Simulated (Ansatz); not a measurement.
# doublet [C2HClF4]+ at 3 levels

Aim: a comparison of 3 runs (UHF/6-31G*, UBHLYP/6-31G*, UPBE/6-31G*) of doublet [C2HClF4]+. 

Program for the calculation: Ansatz 0.2.0.

53 further runs of the same task are left out: 53 set aside as unsound or not needed. Runs told in other sessions of the task aren't counted.

## 1. The structure to begin with

The species is [C2HClF4]+ (8 atoms), meant as a doublet with charge +1. SMILES of the parent species: `FC(Cl)C(F)(F)F`. Geometry: relaxed at PBE0-D4/def2-TZVP. That shape belongs to the parent species and isn't relaxed for this state.

Bond lengths: F1–C2 1.349 Å, C2–Cl3 1.755 Å, C2–C4 1.533 Å, C4–F5 1.330 Å, C4–F6 1.325 Å, C4–F7 1.333 Å, C2–H8 1.091 Å. Some angles: F1–C2–Cl3 110.5°, F1–C2–C4 108.4°, Cl3–C2–C4 110.8°, C2–C4–F5 110.2°, C2–C4–F6 112.1°, C2–C4–F7 108.9°, F5–C4–F6 109.0°, F5–C4–F7 108.2°, F6–C4–F7 108.4°, F1–C2–H8 109.6°.

## 2. The energy at UHF/6-31G(d) (spherical functions) (run 1)

File in.yaml:

```yaml
crystal:
  periodic: [false, false, false]
  atoms:
    - symbol: F
      position_ang: [-1.009760, -0.997300, 1.034070]
    - symbol: C
      position_ang: [-0.026700, -0.752310, 0.143750]
    - symbol: Cl
      position_ang: [1.532940, -1.198140, 0.813200]
    - symbol: C
      position_ang: [-0.058240, 0.737850, -0.214790]
    - symbol: F
      position_ang: [0.860470, 1.007860, -1.137810]
    - symbol: F
      position_ang: [0.152480, 1.509050, 0.841250]
    - symbol: F
      position_ang: [-1.256040, 1.034230, -0.720280]
    - symbol: H
      position_ang: [-0.195140, -1.341240, -0.759390]
basis:
  gaussian:
    orbitals: 6-31G_st_-spherical.json
total_charge: 1
magnetization:
  spin_polarized: true
  initial_magnetization: 1
hamiltonian:
  xc: hf
accuracy: high
output: {orbitals: {seedname: orbitals}}
```

The basis set 6-31G* is read from a file made from the Basis Set Exchange's data (not shown).

On the command line:

```
ansatz run in.yaml --threads 1 --pin off --max-ram 3480MiB --events-out events.jsonl --progress --plain --runs-dir runs
```

What it wrote:

```text
Warning: RAYON_NUM_THREADS=1 ignored (pool sized by the plan → 1); use --threads N
Functional definition: HF
  name "HF"
  exchange = exact_x
  correlation = 0
2392 factors; integrals over basis functions are off by at most 4.2e-9 eV
mean field evaluation 1: about -25384.3410 eV, gradient 4.2e1 eV
mean field evaluation 2: about -25384.3490 eV, gradient 4.2e1 eV
mean field evaluation 4: about -25391.1494 eV, gradient 3.7e0 eV
mean field evaluation 8: about -25391.5559 eV, gradient 2.1e-1 eV
mean field evaluation 16: about -25391.5576 eV, gradient 1.7e-8 eV
mean field evaluation 32: about -25391.3372 eV, gradient 4.3e0 eV
mean field evaluation 64: about -25389.1515 eV, gradient 2.7e1 eV
mean field evaluation 96: about -25391.5576 eV, gradient 2.4e-3 eV
mean field -25391.55761252 eV, -933.1225312443 hartree, gradient 1.7e-8 eV, S^2 0.758414; 3 other end points of the search recorded, 0 dependent functions left out
reference -25391.55761252 eV, -933.1225312443 hartree; 33, 32 occupied and 71, 72 virtual orbitals, 2392 factors
Total energy: -25391.55761252 eV, -933.1225312443 hartree
```

Wall time 16 s (1 thread of Intel Xeon Platinum 8488C (Sapphire Rapids), shared host); peak memory 0.52 GiB.

## 3. A single-point energy at UBHLYP/6-31G(d) (spherical functions) (run 2)

File input.yaml:

```yaml
crystal:
  periodic: [false, false, false]
  atoms:
    - {symbol: F, position_ang: [-1.009760, -0.997300, 1.034070]}
    - {symbol: C, position_ang: [-0.026700, -0.752310, 0.143750]}
    - {symbol: Cl, position_ang: [1.532940, -1.198140, 0.813200]}
    - {symbol: C, position_ang: [-0.058240, 0.737850, -0.214790]}
    - {symbol: F, position_ang: [0.860470, 1.007860, -1.137810]}
    - {symbol: F, position_ang: [0.152480, 1.509050, 0.841250]}
    - {symbol: F, position_ang: [-1.256040, 1.034230, -0.720280]}
    - {symbol: H, position_ang: [-0.195140, -1.341240, -0.759390]}
basis:
  gaussian:
    orbitals: 6-31G_st_-spherical.json
total_charge: 1
magnetization:
  spin_polarized: true
  initial_magnetization: 1
hamiltonian:
  xc: {name: BHLYP}
accuracy: high
output: {orbitals: {seedname: orbitals}}
```

The basis set 6-31G* is read from a file made from the Basis Set Exchange's data (not shown).

On the command line:

```
ansatz run input.yaml --threads 1 --pin off --max-ram 3480MiB --events-out events.jsonl --progress --plain --runs-dir runs
```

What it wrote:

```text
Warning: RAYON_NUM_THREADS=1 ignored (pool sized by the plan → 1); use --threads N
Functional definition: BHLYP
  name "BHLYP"
  parameter a = 0.5
  exchange = (1 - a)*b88_x + a*exact_x
  correlation = lyp_c
2392 factors; integrals over basis functions are off by at most 4.2e-9 eV
mean field evaluation 1: about -25455.7073 eV, gradient 4.4e1 eV
mean field evaluation 2: about -25450.0504 eV, gradient 6.0e1 eV
mean field evaluation 4: about -25461.9601 eV, gradient 2.5e0 eV
mean field evaluation 8: about -25462.0699 eV, gradient 4.7e-1 eV
mean field evaluation 16: about -25462.0793 eV, gradient 2.4e-2 eV
mean field evaluation 32: about -25462.0796 eV, gradient 3.8e-4 eV
mean field evaluation 64: about -25462.0688 eV, gradient 1.3e0 eV
mean field -25462.07958990 eV, -935.7141661114 hartree, gradient 9.8e-8 eV, S^2 0.754469; 2 other end points of the search recorded, 0 dependent functions left out
reference -25462.07960952 eV, -935.7141668323 hartree; 33, 32 occupied and 71, 72 virtual orbitals, 2392 factors
Total energy: -25462.07960952 eV, -935.7141668323 hartree
```

Run time: 33 s. Hardware: 1 thread of Intel Xeon Platinum 8488C (Sapphire Rapids), shared host; peak memory 0.64 GiB.

## 4. The energy at UPBE/6-31G(d) (spherical functions) (run 3)

File run.yaml:

```yaml
crystal:
  periodic: [false, false, false]
  atoms:
    - {symbol: F, position_ang: [-1.009760, -0.997300, 1.034070]}
    - {symbol: C, position_ang: [-0.026700, -0.752310, 0.143750]}
    - {symbol: Cl, position_ang: [1.532940, -1.198140, 0.813200]}
    - {symbol: C, position_ang: [-0.058240, 0.737850, -0.214790]}
    - {symbol: F, position_ang: [0.860470, 1.007860, -1.137810]}
    - {symbol: F, position_ang: [0.152480, 1.509050, 0.841250]}
    - {symbol: F, position_ang: [-1.256040, 1.034230, -0.720280]}
    - {symbol: H, position_ang: [-0.195140, -1.341240, -0.759390]}
basis:
  gaussian:
    orbitals: 6-31G_st_-spherical.json
total_charge: 1
magnetization:
  spin_polarized: true
  initial_magnetization: 1
hamiltonian:
  xc: pbe
accuracy: high
output: {orbitals: {seedname: orbitals}}
```

The basis set 6-31G* is read from a file made from the Basis Set Exchange's data (not shown).

On the command line:

```
ansatz run run.yaml --threads 1 --pin off --max-ram 3480MiB --events-out events.jsonl --progress --plain --runs-dir runs
```

What it wrote:

```text
Warning: RAYON_NUM_THREADS=1 ignored (pool sized by the plan → 1); use --threads N
Functional definition: PBE
  name "PBE"
  parameter kappa = 0.804
  parameter beta = 0.06672455060314922
  exchange = pbe_x(kappa = kappa, mu = beta*pi^2/3)
  correlation = pbe_c(beta = beta)
2392 factors; integrals over basis functions are off by at most 4.2e-9 eV
mean field evaluation 1: about -25440.4827 eV, gradient 5.1e1 eV
mean field evaluation 2: about -25401.3455 eV, gradient 1.1e2 eV
mean field evaluation 4: about -25449.2272 eV, gradient 1.3e1 eV
mean field evaluation 8: about -25450.2831 eV, gradient 1.0e0 eV
mean field evaluation 16: about -25450.2664 eV, gradient 2.6e-3 eV
mean field evaluation 32: about -25449.0317 eV, gradient 6.7e0 eV
mean field evaluation 64: about -25450.2266 eV, gradient 2.0e0 eV
mean field -25450.26639618 eV, -935.2800392495 hartree, gradient 9.9e-8 eV, S^2 0.750801; 8 other end points of the search recorded, 0 dependent functions left out
reference -25450.26639804 eV, -935.2800393179 hartree; 33, 32 occupied and 71, 72 virtual orbitals, 2392 factors
Total energy: -25450.26639804 eV, -935.2800393179 hartree
```

It took 16 s on 1 thread of Intel Xeon Platinum 8488C (Sapphire Rapids), shared host; peak memory 0.41 GiB.

## 5. The series

```
run                                level  energy (Eh)  HOMO energy (eV)  LUMO energy (eV)   ⟨S²⟩  wall time
  1     UHF/6-31G* (spherical functions)  -933.122531            -21.33             -9.99  0.758       16 s
  2  UBHLYP/6-31G* (spherical functions)  -935.714167            -18.61            -13.59  0.754       33 s
  3    UPBE/6-31G* (spherical functions)  -935.280039            -15.17            -14.63  0.751       16 s
```

## 6. Summary of results

| quantity | value |
| --- | --- |
| run 3: total energy | -935.28004 Eh |
| run 3: HOMO energy (highest over α and β) | -15.17 eV |
| run 3: LUMO energy (lowest over α and β) | -14.63 eV |
| run 3: ⟨S²⟩ | 0.751 |

**Reading.** Totals of different functionals can't be ranked against each other. All runs together took 64 s, the longest 33 s.
